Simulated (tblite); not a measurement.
# ClF2H5Si: the cost of one run

Programs: tblite 0.8.0 and PySCF 2.14.0. All values are calculated, for the isolated system unless a continuum is named. Atoms count from 0, parts from 1.

## 1. The system as given

9 atoms, charge 0, multiplicity 1; geometry: rigid parts in contact. Parts: 1 = atoms 0–4, `[SiH3]Cl`, charge 0; 2 = atoms 5–6, `F`, charge 0; 3 = atoms 7–8, `F`, charge 0.

## 2. Bringing the parts together with GFN2-xTB

Job settings and geometry (Å):

```
{"job": {"kind": "dock", "xc": "GFN2-xTB", "basis": "xTB"}, "charge": 0, "multiplicity": 1, "parts": [{"atoms": "0-4", "charge": 0, "multiplicity": 1}, {"atoms": "5-6", "charge": 0, "multiplicity": 1}, {"atoms": "7-8", "charge": 0, "multiplicity": 1}]}
Si     0.007447     0.086981     0.072742
Cl    -0.174177    -0.214487    -1.931657
H     -0.254021    -1.211816     0.662699
H      1.354571     0.540434     0.365613
H     -0.984329     1.065255     0.478246
F     -0.181268    -3.854288     1.185673
H      0.024679    -3.791758     0.277505
F      0.100928    -0.052177     3.284717
H     -0.173049    -0.601681     3.987406
```

Level: GFN2-xTB search for minima from random contacts, gas phase.

On the command line:

```sh
$ OMP_NUM_THREADS=1 python cluster_run.py task.json out
```

This one command runs all jobs of the session in turn.

Q: Estimate the wall time of this first job on 1 thread of Arm Neoverse N1, shared host.

About 15 s.
